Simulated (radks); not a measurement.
# Kr in [Ar] 3d10 4s1.5 4p6 5p0.5: an all-electron calculation

Aim: the levels, the sizes of the orbitals and the parts of the energy of neutral krypton.

The numbers are computed with radks (a radial shooting solver on a logarithmic mesh, Libxc functionals) version 1 (Dirac Kohn-Sham, BLYP, spin-unpolarised, spherical densities, finite nucleus; open shells are shared between the two j in proportion to 2j + 1), except any that are marked as measured or tabulated.

### Step 1. What is computed

| Item | Value |
| --- | --- |
| element | krypton (Z = 36) |
| charge | 0 |
| electrons | 36 |
| configuration | [Ar] 3d10 4s1.5 4p6 5p0.5 |
| nuclear rms radius | 4.1884 fm |

### Step 2. The run

The run's settings:

```text
Z 36
configuration [Ar] 3d10 4s1.5 4p6 5p0.5
relativity Dirac
functional b88,lyp
spin unpolarised
j_filling average
nucleus finite rms 4.1884 fm
c 137.035999084
```

Q: Predict the outcome of this run.

As calculated:

```
                        quantity                   value
                    total energy     -2790.45291 hartree
exchange-correlation share of it                  3.47 %
                            −T/E                  1.0270
          highest occupied level        5p3/2, -0.711 eV
    most extended occupied level  5p3/2, <r> = 9.34 bohr
 radius at density 0.001 e/bohr³               3.96 bohr
    maxima of the radial density                       4
```

**Reading.** 5 principal shells are occupied and 4 maxima appear in the radial density; where shells overlap, one shows as a shoulder or not at all. −T/E is 1.027: with relativity the kinetic term as defined here no longer equals −E. This is not the tabulated ground configuration, so its levels and sizes aren't those of the ground state, and no measured value stands beside it.
